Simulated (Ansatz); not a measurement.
NaLaMnMoO6:

```xyz
10
Lattice="-2.7229 2.7229 3.8989 2.7229 -2.7229 3.8989 2.7229 2.7229 -3.8989" Properties=species:S:1:pos:R:3 pbc="T T T"
Na    2.7229    0.0000    1.9494
La    0.0000    2.7229    1.9494
Mn    0.0000    0.0000    3.8989
Mo    0.0000    0.0000    0.0000
O     1.6123    1.1308    0.0001
O     1.5921   -1.1106    3.8988
O     1.1106    1.5921    3.8990
O     1.1308    3.8336   -0.0001
O     0.0000    0.0000    1.9646
O     0.0000    0.0000    5.8332
```

The cell was built by a generator and needn't be a form met in nature.

* Program: Ansatz 0.2.0
* Task: relaxation of cell and atoms
* Functional: PBE
* Dispersion: D4
* Potentials or basis: all-electron PAW datasets made for the crystal
* k mesh: 4 × 4 × 4
* Occupations: fermi-dirac, width 0.05 eV
* Spin: collinear spin, ferromagnetic start
* Starting moments: [0.0, 0.0, 4.0, 1.0, 0.0, 0.0, 0.0, 0.0, 0.0, 0.0] μB

At the start: volume 11.56 Å³/atom.

Q: How do energy, volume and symmetry change on relaxing?

A: Over 6 steps the energy falls by 3.8 meV/atom and the volume is 11.29 Å³/atom (-2.3 %); space group I-4 (No. 82, to 0.05 Å); moment 1.37 μB per cell.

The path:
| step | energy change (eV) | largest force (eV/Å) | volume (Å³) |
| --- | --- | --- | --- |
| 1 | 0.0000 | 0.1348 | 115.63 |
| 2 | -0.0300 | 0.1904 | 113.53 |
| 3 | -0.0360 | 0.0809 | 112.97 |
| 4 | -0.0373 | 0.0209 | 112.90 |
| 5 | -0.0375 | 0.0085 | 112.95 |
| 6 | -0.0375 | 0.0085 | 112.95 |

Final structure:
```
CELL_PARAMETERS angstrom
-2.70094 2.70094 3.87076
2.70094 -2.70094 3.87076
2.70094 2.70094 -3.87076
ATOMIC_POSITIONS crystal
Na 0.25000 0.75000 0.50000
La 0.75000 0.25000 0.50000
Mn 0.50000 0.50000 0.00000
Mo 0.00000 0.00000 0.00000
O 0.21143 0.29708 0.50638
O 0.29496 0.78857 0.08566
O 0.79070 0.70504 0.49362
O 0.70292 0.20930 0.91434
O 0.25300 0.25300 0.00000
O 0.74700 0.74700 0.00000
```

Caveat: the k mesh is coarse (spacing up to 0.41 Å⁻¹), so the values aren't converged; the k mesh is thin for a metal, which can move the energy by tens of meV per atom; the program listed the state as in doubt; a cell with one magnetic atom can't hold antiferromagnetic order, which such compounds often take; pairwise dispersion overbinds metals, which lowers pressure and volume; the starting moments weren't kept.
